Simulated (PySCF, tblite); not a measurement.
**B2ClFHO radical: geometry, infrared bands and EPR parameters**

What infrared bands and EPR parameters should B2ClFHO radical (`[BH]OB(F)Cl`) show?

Programs: tblite 0.8.0 and PySCF 2.14.0, with density-fitted response routines of our own. Each step states its level of theory. These are calculated values for one molecule in the gas phase, unless marked as measured. Atoms are numbered from 0 throughout.

### 1 The molecule as given

6 atoms, charge 0, multiplicity 2; geometry from: force field or distance geometry start.

Bonds of the start (Å): B0–O1 1.48, O1–B2 1.45, B2–F3 1.46, B2–Cl4 1.86, B0–H5 1.16.

### 2 Relaxing the molecule with GFN2-xTB

What the job is given:

```
{"job": {"kind": "relax", "xc": "GFN2-xTB", "basis": "xTB"}, "charge": 0, "multiplicity": 2}
B      1.518000    -0.169000    -0.020500
O      0.162900    -0.557400     0.418600
B     -0.871400     0.095000    -0.357300
F     -2.124900    -0.645400    -0.470100
Cl    -1.092000     1.919500    -0.095900
H      2.410500    -0.640700     0.556200
```

The run is started by

```
OMP_NUM_THREADS=1 python probes_run.py task.json out
```

This one command runs all jobs of the session in turn.

**Question.** This job is followed by: GFN2-xTB harmonic vibrations, gas phase; UKS B3LYP, pcH-1 on B Cl F H O, non-relativistic, mean-field spin-orbit, GIAO. Predict these results of the whole session: strongest single infrared mode (GFN2-xTB); zero-point energy (GFN2-xTB); g(iso) (B3LYP); ⟨S²⟩; largest a(iso); potential on the surface of density 0.002 e/bohr³, 1st and 99th percentile.

**Answer**, as computed:

| quantity | value |
| --- | --- |
| strongest single infrared mode (GFN2-xTB) | 1189 cm⁻¹, 256 km/mol |
| zero-point energy (GFN2-xTB) | 13.8 kcal/mol |
| g(iso) (B3LYP) | 2.00184 |
| ⟨S²⟩ | 0.752 (exact 0.75) |
| largest a(iso) | 11B on B0, 423.2 MHz |
| potential on the surface of density 0.002 e/bohr³, 1st and 99th percentile | -0.63 V and 1.80 V |

What this shows: Relaxing lowered the energy by 1.984 eV in 37 steps; the close pair that moved most is B0–O1, from 1.476 to 1.275 Å. No mode is imaginary among the 12: a minimum at this level. The strongest single mode, at 1189 cm⁻¹, moves mainly B2. GFN2-xTB is a fitted tight-binding method: band positions and strengths are rough. Its intensities can rank the bands wrongly. B0 carries the largest spin population, 0.89 e. The isotropic g lies 0.5 ppt below the free-electron value. These values are for one conformer; the search (at its own cheap level) found 2 more, at 0.00, 12.94 kcal/mol (those within 0.05 may be mirror or relabelled copies), and measured spectra average over such forms.
